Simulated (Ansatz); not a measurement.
# GeH2OS: the cost of one run

Computed with Ansatz 0.2.0, Gaussian basis. Level: single points in def2-TZVPP.

Cores are frozen in the correlated methods. Filled d shells of the heavier atoms are correlated.

**1. Where the work starts**

SMILES `[O]1[S][GeH2]1`, 5 atoms, charge 0, spin multiplicity 1.

Atoms are counted from 1 here; the program's logs count them from 0.

Bond lengths: O1–S2 1.760 Å, O1–Ge3 1.860 Å, S2–Ge3 2.093 Å, Ge3–H4 1.539 Å, Ge3–H5 1.557 Å. Angles: S2–O1–Ge3 70.6°, O1–S2–Ge3 56.9°, O1–Ge3–S2 52.5°, O1–Ge3–H4 109.3°, O1–Ge3–H5 106.9°, S2–Ge3–H4 123.1°, S2–Ge3–H5 120.1°, H4–Ge3–H5 116.8°.

As a file:

```xyz
5
charge 0, multiplicity 1
O    -0.1401   -0.3825    1.3820
S     1.3481   -0.9642    0.6451
Ge   -0.0845    0.1476   -0.3999
H    -1.2577   -0.4972   -1.1596
H    -0.0112    1.7027   -0.4083
```

**2. CCSD(T)/def2-TZVPP**

run/in.yaml

```yaml
crystal:
  periodic: [false, false, false]
  atoms:
    - {symbol: O, position_ang: [-0.140100, -0.382500, 1.382000]}
    - {symbol: S, position_ang: [1.348100, -0.964200, 0.645100]}
    - {symbol: Ge, position_ang: [-0.084500, 0.147600, -0.399900]}
    - {symbol: H, position_ang: [-1.257700, -0.497200, -1.159600]}
    - {symbol: H, position_ang: [-0.011200, 1.702700, -0.408300]}
basis:
  gaussian: {orbitals: def2-TZVPP}
correlation: {method: ccsd_t}
output: {forces: true}
```

On the command line:

```
ansatz run in.yaml --threads 4 --pin off --events-out ev --progress --plain --max-ram 5222MiB
```

Q: Estimate wall time and peak memory on 4 threads of Arm Neoverse N1, shared host.

About 2.2 min, with a peak of 1.6 GiB.
